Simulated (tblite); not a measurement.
# AsH10OPSi2: the cost of one run

Programs: tblite 0.8.0 and PySCF 2.14.0. All values are calculated, for the isolated system unless a continuum is named. Atoms count from 0, parts from 1.

### 1 The system as given

15 atoms, charge 0, multiplicity 1; geometry: rigid parts in contact. Parts: 1 = atoms 0–10, `O[As]([SiH3])[SiH3]`, charge 0; 2 = atoms 11–14, `P`, charge 0.

### 2 Search for minima with GFN2-xTB

Job settings and geometry (Å):

```
{"job": {"kind": "dock", "xc": "GFN2-xTB", "basis": "xTB"}, "charge": 0, "multiplicity": 1, "parts": [{"atoms": "0-10", "charge": 0, "multiplicity": 1}, {"atoms": "11-14", "charge": 0, "multiplicity": 1}]}
Si     0.350839     1.086540     1.424563
As    -0.190460    -1.032870     0.625103
Si    -1.035989    -0.355308    -1.440778
O      1.507216    -1.400683     0.023145
H      1.187314     0.963446     2.626918
H     -0.875603     1.796597     1.813394
H      1.079173     1.932416     0.471774
H     -1.164811    -1.522431    -2.327020
H     -0.218544     0.634426    -2.152139
H     -2.379192     0.209866    -1.263121
H      1.740057    -2.312000     0.198161
P      2.301798    -3.713144     2.011303
H      2.928927    -2.535863     2.391567
H      2.831413    -4.408067     3.088610
H      3.357913    -4.074979     1.188025
```

Method: GFN2-xTB search for minima from random contacts, gas phase.

Command:

```console
> OMP_NUM_THREADS=1 python cluster_run.py task.json out
```

One launch serves the whole session: the jobs run in the order shown.

**Question.** How long does this first job take on 1 thread of AMD EPYC 7B13, shared host?

About 21 s.
